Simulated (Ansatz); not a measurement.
Working through a single point from an input written key by key of C2H2BrFO, SMILES OC(F)=CBr

With Ansatz 0.2.0, Python API.

Input file `c2h2brfo.yaml`:
```yaml
crystal:
  periodic: [false, false, false]
  atoms:
    - { symbol: O, position_ang: [-0.7108, -0.2767, 1.3614] }
    - { symbol: C, position_ang: [0.1632, -0.5427, 0.3815] }
    - { symbol: F, position_ang: [0.9117, -1.6272, 0.5483] }
    - { symbol: C, position_ang: [0.4151, 0.1916, -0.7331] }
    - { symbol: Br, position_ang: [-0.6084, 1.6995, -1.1983] }
    - { symbol: H, position_ang: [-1.2219, 0.5884, 1.054] }
    - { symbol: H, position_ang: [1.1123, -0.101, -1.4595] }
basis:
  gaussian: { orbitals: def2-SVP }
correlation:
  method: mp2
```

Run as a notebook:

```python
import ansatz as az
```

```python
session = az.Session.from_deck("c2h2brfo.yaml")
summary = session.plan(threads=1).execute().report
```

    

```python
print("reference energy %16.6f eV" % summary["reference_energy_ev"])
print("total energy     %16.6f eV" % summary["free_energy_ev"])
print("occupied orbitals outside the frozen core (up, down):", summary["n_occupied"], " frozen:", summary["n_frozen"], " virtual:", summary["n_virtual"])
symbols = ["O", "C", "F", "C", "Br", "H", "H"]
print("correlation energy", round(summary["free_energy_ev"] - summary["reference_energy_ev"], 5), "eV")
cluster = summary["correlation"].get("coupled_cluster")
if cluster:
    print("cycles", cluster["cycles"], " T1 diagnostic", round(cluster["t1_diagnostic"], 4), " largest double", round(cluster["largest_double"], 4))
field = summary["mean_field"]
print("<S^2> =", round(abs(field["state"]["spin_squared"]), 4), " all-electron relativity setting:", field["relativity"])
print("passes:", field["passes"])
if "symmetry" in field:
    print("occupied orbitals by irrep:", field["symmetry"]["occupied"])
```

    reference energy    -76819.251253 eV
    total energy        -76842.721122 eV
    occupied orbitals outside the frozen core (up, down): [20, 20]  frozen: 13  virtual: [65, 65]
    correlation energy -23.46987 eV
    <S^2> = 0.0  all-electron relativity setting: none
    passes: {'evaluations': 13, 'products': 44}
    occupied orbitals by irrep: [{'A': 33}, {'A': 33}]

Notes:
- Total energies depend on the basis set; only differences at equal settings carry meaning.
- The geometry is a force-field or estimated start, not a minimum of this method, and the basis set is short of its limit.
- Run time: 1.7 s on 1 thread of Arm Neoverse V2 (shared host), peak memory 0.22 GiB.

(Lines on the test bed's own set-up are left out of the output.)
